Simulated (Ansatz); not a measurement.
# CH₂FNSi (SMILES N=C=[SiH]F): functionals against CCSD(T) at one geometry

Aim: energy, forces and dipole at a frame of a short trajectory, from CCSD(T) and from density functionals.

Computed with Ansatz 0.2.0, Gaussian basis. Level: single points in def2-TZVPP.

Cores are frozen in the correlated methods.

1 further run of the same task is left out (it didn't finish).

### 1 The starting structure

SMILES `N=C=[SiH]F`, 6 atoms, charge 0, spin multiplicity 1.

Atoms are counted from 1 here; the program's logs count them from 0.

Bond lengths: N1–C2 1.210 Å, N1–H5 1.038 Å, C2–Si3 1.912 Å, Si3–F4 1.671 Å, Si3–H6 1.595 Å. Angles: C2–N1–H5 130.1°, N1–C2–Si3 147.4°, C2–Si3–F4 108.1°, C2–Si3–H6 88.5°, F4–Si3–H6 105.6°.

Geometry (Å):

```xyz
6
charge 0, multiplicity 1
N     1.67700   -0.13219   -0.76516
C     0.68160   -0.07426   -0.08011
Si   -1.16166    0.41897    0.04401
F    -2.06631   -0.98009    0.16680
H     2.64660   -0.40378   -0.51373
H    -0.89080    0.88881    1.54446
```

### 2 PBE-D4/def2-TZVPP

Contents of run/in.yaml:

```yaml
crystal:
  periodic: [false, false, false]
  atoms:
    - {symbol: N, position_ang: [1.677001, -0.132189, -0.765158]}
    - {symbol: C, position_ang: [0.681604, -0.074259, -0.080107]}
    - {symbol: Si, position_ang: [-1.161657, 0.418971, 0.044006]}
    - {symbol: F, position_ang: [-2.066313, -0.980094, 0.166800]}
    - {symbol: H, position_ang: [2.646598, -0.403784, -0.513728]}
    - {symbol: H, position_ang: [-0.890802, 0.888806, 1.544463]}
basis:
  gaussian: {orbitals: def2-TZVPP}
hamiltonian: {xc: pbe, dispersion: d4}
output: {forces: true}
```

Launch:

```console
$ ansatz run in.yaml --threads 2 --pin off --events-out ev --progress --plain --max-ram 3481MiB
```

### 3 r2SCAN-D4/def2-TZVPP

run/in.yaml: that of step 2 with these lines changed.

```diff
@@ -11,3 +11,3 @@
   gaussian: {orbitals: def2-TZVPP}
-hamiltonian: {xc: pbe, dispersion: d4}
+hamiltonian: {xc: r2scan, dispersion: d4}
 output: {forces: true}
```

### 4 PBE0-D4/def2-TZVPP

run/in.yaml: that of step 3 with these lines changed.

```diff
@@ -11,3 +11,3 @@
   gaussian: {orbitals: def2-TZVPP}
-hamiltonian: {xc: r2scan, dispersion: d4}
-output: {forces: true}
+hamiltonian: {xc: pbe0, dispersion: d4}
+output: {forces: true, orbitals: {seedname: orbitals}}
```

### 5 wB97M-V/def2-TZVPP

run/in.yaml: that of step 4 with these lines changed.

```diff
@@ -11,3 +11,3 @@
   gaussian: {orbitals: def2-TZVPP}
-hamiltonian: {xc: pbe0, dispersion: d4}
-output: {forces: true, orbitals: {seedname: orbitals}}
+hamiltonian: {xc: {name: wB97M-V}}
+output: {forces: true}
```

### 6 CCSD(T)/def2-TZVPP

run/in.yaml: that of step 5 with these lines changed.

```diff
@@ -11,3 +11,3 @@
   gaussian: {orbitals: def2-TZVPP}
-hamiltonian: {xc: {name: wB97M-V}}
+correlation: {method: ccsd_t}
 output: {forces: true}
```

(Steps that only read results are left out.)

Before running it: what results should come out? Wanted: energy less free atoms, CCSD(T)/def2-TZVPP; RMS force component; RMS force error; HOMO and LUMO, PBE0-D4; T1 diagnostic.

The runs gave:

| quantity | value |
| --- | --- |
| energy less free atoms, CCSD(T)/def2-TZVPP | -512.2 kcal/mol |
| RMS force component | 0.479 to 0.871 eV/Å over the methods |
| RMS force error | PBE-D4 0.270, r2SCAN-D4 0.208, PBE0-D4 0.372, wB97M-V 0.504 eV/Å |
| HOMO and LUMO, PBE0-D4 | -6.40 and -2.39 eV |
| T1 diagnostic | 0.022 |

**Reading.** Against CCSD(T) the functionals' energies less atoms differ by -47.5 to -19.7 kcal/mol, PBE-D4 by -47.5 kcal/mol. CCSD(T) in triple zeta still lacks some correlation energy of the bonds, so part of these gaps is its own basis error and they don't rank the functionals. The forces of r2SCAN-D4 come nearest to CCSD(T), those of wB97M-V are farthest. Frozen-core CCSD(T) forces in triple zeta carry basis errors of their own, and this is one geometry, so small gaps rank nothing. The restricted Hartree–Fock reference is unstable towards an unrestricted one at one or more of these structures.
